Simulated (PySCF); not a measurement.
# C3H4FGaO: the cost of one run

The runs use PySCF 2.14.0, with density-fitted response routines of our own; the level of theory stands in each step. All values are computed, except where a source is named. Atoms are numbered from 0 throughout.

## Step 1: The molecule as given

10 atoms, charge 0, multiplicity 1; geometry from: GFN2-xTB. The atoms were then displaced at random by about 0.01 Å, so the start is not that level's minimum.

Bonds of the start (Å): C0–C1 1.23, C1–Ga2 1.95, Ga2–F3 1.73, Ga2–O4 1.74, O4–C5 1.42, C0–H6 1.04, C5–H7 1.08, C5–H8 1.11, C5–H9 1.10.

## Step 2: Geometry optimisation at PBE0-D3(BJ)/def2-SVP

What the job is given:

```
{"job": {"xc": "PBE0", "basis": "def2-SVP", "d3": "d3bj", "grid": 1, "shake": 0.01, "kind": "geom"}, "charge": 0, "multiplicity": 1}
C      3.325880     0.512690    -0.506380
C      2.101980     0.577210    -0.416710
Ga     0.158560     0.683680    -0.284790
F     -0.723040     1.928880    -1.092270
O     -0.576210    -0.539930     0.704630
C     -1.899380    -0.845570     1.106250
H      4.366260     0.485700    -0.585610
H     -2.614580    -0.137770     0.705700
H     -1.947850    -0.830690     2.219700
H     -2.141170    -1.855130     0.757200
```

The run is started by

```bash
$ OMP_NUM_THREADS=1 python probes_run.py task.json out
```

This one command runs all jobs of the session in turn.

**Question.** How long does this first job take on 1 thread of Arm Neoverse V1, shared host, and how much memory does it need?

About 45 s, with a peak of 0.5 GiB.
